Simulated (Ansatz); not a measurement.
Cl3HNNb, SMILES [NH]=[Nb]([Cl])([Cl])[Cl], vertical energies of changing the electron count

Computed with the Python package of Ansatz (0.2.0).

The script reads `cl3hnnb.xyz`:
```text
6

N    -0.70500    0.33830    1.35660
Nb    0.10070   -0.25620   -0.23060
Cl    1.88120   -1.70480    0.36410
Cl   -1.40340   -1.45050   -1.57260
Cl    0.95960    1.59960   -1.49930
H    -0.79100    1.40960    1.53580
```

Run as a notebook:

```python
import ansatz as az
```

```python
BASIS_SET = "def2-SVPD"
XC = "r2scan0"
```

```python
def energy(molecule, charge=0, unpaired=0):
    calc = molecule.calculation().basis(gaussian=BASIS_SET).functional(XC).accuracy("high")
    if charge:
        calc = calc.charge(charge)
    if unpaired:
        calc = calc.spin("collinear", total=unpaired)
    report = calc.run(threads=1).report
    if report["published_state_doubts"]:
        print("  doubts:", report["published_state_doubts"])
    return report["free_energy_ev"]
```

```python
cl3hnnb = az.Crystal.molecule_from_extxyz("cl3hnnb.xyz")

# delta-SCF style differences, no relaxation
parent = energy(cl3hnnb, 0, 0)
cation = energy(cl3hnnb, 1, 1)
print(f"E(N)   = {parent:.5f} eV")
print(f"E(N-1) = {cation:.5f} eV  (1 unpaired)")
print(f"vertical ionisation energy {cation - parent:.3f} eV")
anion = energy(cl3hnnb, -1, 1)
print(f"E(N+1) = {anion:.5f} eV  (1 unpaired)")
print(f"vertical electron affinity {parent - anion:.3f} eV" + ("" if anion < parent else " (unbound in this basis)"))
print(f"fundamental gap IP - EA = {cation + anion - 2 * parent:.3f} eV")
```

    E(N)   = -40613.38591 eV
    E(N-1) = -40603.11326 eV  (1 unpaired)
    vertical ionisation energy 10.273 eV
    E(N+1) = -40615.89258 eV  (1 unpaired)
    vertical electron affinity 2.507 eV
    fundamental gap IP - EA = 7.766 eV

At this unrelaxed geometry removing an electron costs 10.27 eV and adding one releases 2.51 eV.

What to keep in mind:
- The settings weren't tested for convergence.
- The geometry is a force-field or estimated start, not a minimum of this method, and the basis set is short of its limit. All parts are taken at fixed geometry, without zero-point energy. At an unrelaxed start these energies can be a whole eV from those at the minimum, and a small affinity can change sign.
- def2 sets replace the cores of elements past krypton by effective core potentials.
- Finished in 5.1 min on 1 thread of Intel(R) Xeon(R) Platinum 8488C (Sapphire Rapids), with other jobs on the host, peak memory 1.3 GiB.

(Lines on the test bed's own set-up are left out of the output.)
